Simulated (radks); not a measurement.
# Spin polarisation of the 3p shell in Ca³⁺

One table from this session's results is given with a row withheld; the runs are named, their logs left out.

Program: radks (a radial shooting solver on a logarithmic mesh, Libxc functionals) version 1. Level of theory: scalar-relativistic Kohn-Sham, BLYP, spin-polarised, spherical densities, finite nucleus. These are calculated values, not measurements, unless marked.

### The system

```
element            : calcium (Z = 20)
charge             : +3
electrons          : 17
configuration      : [Ne] 3s2 3p(up 2.5, down 2.5)
nuclear rms radius : 3.4776 fm
```

A shell typed twice in an input gives spin up, then spin down.

The first run:

Input:

```text
Z 20
configuration [Ne] 3s2 3p2.5 3p2.5
relativity scalar-relativistic
functional b88,lyp
spin polarised
nucleus finite rms 3.4776 fm
c 137.035999084
```

Among the steps run: No moment.

One of the session's tables, all rows but one given; the rest of the session is left out.

It belongs to the step «No moment». From the orbitals of this run (lengths in bohr):

| level | <r> | outermost maximum (interpolated) | 90 % within | nodes |
| --- | --- | --- | --- | --- |
| 1s | 0.07684 | 0.0503 | 0.137 | 0 |
| 2s | ? | ? | ? | ? |
| 2p | 0.3274 | 0.246 | 0.540 | 0 |
| 3s | 1.123 | 0.980 | 1.67 | 2 |
| 3p | 1.207 | 1.02 | 1.84 | 1 |

**Question.** Estimate the row for 2s.

**Answer.** <r>: 0.3642; outermost maximum (interpolated): 0.300; 90 % within: 0.567; nodes: 1. In the column «<r>» it lies between 2p (0.3274) and 3s (1.123).
